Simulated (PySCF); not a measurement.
# C8H8Cl2: geometry, NMR shifts and electronic excitations

Aim: predict the NMR shifts and electronic excitations of C8H8Cl2 (`C=C(Cl)/C=C(\Cl)C#CCC`).

Programs: PySCF 2.14.0, with density-fitted response routines of our own. Each step states its level of theory. These are calculated values for one molecule in the gas phase, unless marked as measured. Atoms count from 0, in the outputs and in this text.

### 1 Starting geometry

18 atoms, charge 0, multiplicity 1; geometry from: GFN2-xTB.

Bonds of the start (Å): C0–C1 1.34, C1–Cl2 1.73, C1–C3 1.44, C3–C4 1.35, C4–Cl5 1.73, C4–C6 1.41, C6–C7 1.20, C7–C8 1.45, C8–C9 1.53, C0–H10 1.08, C0–H11 1.07, C3–H12 1.08, C8–H13 1.09, C8–H14 1.09, C9–H15 1.09, C9–H16 1.09, C9–H17 1.09.

### 2 Relaxing the molecule at PBE0-D3(BJ)/def2-SVP

Job settings and geometry (Å):

```
{"job": {"xc": "PBE0", "basis": "def2-SVP", "d3": "d3bj", "grid": 1, "kind": "geom"}, "charge": 0, "multiplicity": 1}
C     -4.199314    -1.341819     0.255632
C     -3.403551    -0.269590     0.277069
Cl    -4.121511     1.278146     0.588591
C     -1.983797    -0.361744     0.053210
C     -1.015818     0.573070     0.047994
Cl    -1.244850     2.267401     0.328954
C      0.328970     0.233887    -0.193596
C      1.495852     0.009239    -0.392569
C      2.897165    -0.259581    -0.621963
C      3.768116     0.893877    -0.121610
H     -3.798770    -2.321581     0.066015
H     -5.257145    -1.264309     0.426300
H     -1.647458    -1.372514    -0.142356
H      3.054086    -0.407994    -1.694756
H      3.170145    -1.186060    -0.108042
H      4.815920     0.685950    -0.324777
H      3.493160     1.820991    -0.618789
H      3.640039     1.028948     0.949708
```

**Question.** This job is followed by: GIAO PBE0/pcSseg-1 NMR shielding, non-relativistic, gas phase; TDDFT CAM-B3LYP/def2-SVPD, vertical, gas phase, core orbitals frozen in the response; GIAO KT2/pcSseg-1 NMR shielding, non-relativistic, gas phase. What will the session give for the following? point group; rotational constants (main isotopes); ¹³C shifts against TMS (PBE0/pcSseg-1); ¹H shifts against TMS (PBE0/pcSseg-1, means over atoms taken as alike); ³⁵Cl shifts against HCl (PBE0/pcSseg-1); lowest singlet (CAM-B3LYP/def2-SVPD); lowest triplet; vertical ionisation energy (ΔSCF); vertical electron affinity (ΔSCF); range of the shift of Cl5.

As calculated:

| quantity | value |
| --- | --- |
| point group | C1 |
| rotational constants (main isotopes) | 2.18, 0.39, 0.33 GHz |
| ¹³C shifts against TMS (PBE0/pcSseg-1) | 148.9, 135.1, 128.1, 126.8, 104.8, 85.1, 15.9, 15.0 ppm |
| ¹H shifts against TMS (PBE0/pcSseg-1, means over atoms taken as alike) | 6.34, 5.52, 5.49, 2.35, 1.21 ppm |
| ³⁵Cl shifts against HCl (PBE0/pcSseg-1) | 274, 231 ppm |
| lowest singlet (CAM-B3LYP/def2-SVPD) | 4.55 eV (272 nm), f = 0.747 |
| lowest triplet | 2.46 eV |
| vertical ionisation energy (ΔSCF) | 8.22 eV |
| vertical electron affinity (ΔSCF) | 0.42 eV |
| range of the shift of Cl5 | 274 to 289 ppm |

What this shows: The optimisation took 7 steps and gained 0.072 eV; among the close pairs (by a distance rule), C0–H10 changed most, from 1.075 to 1.092 Å. The most deshielded hydrogen is H12 (hydrogen on an alkene CH), at 6.34 ppm: olefinic region. The first singlet state (HOMO→LUMO 0.96) lies at 4.55 eV and is bright. The lowest triplet lies 2.09 eV below the lowest singlet (triplets in Tamm-Dancoff, singlets in full TDDFT). ΔSCF puts the ionisation energy at 8.22 eV, 0.53 eV above −ε(HOMO). Across the 2 runs the shift of Cl5 moves most, between 274 (PBE0/pcSseg-1) and 289 ppm (KT2/pcSseg-1).
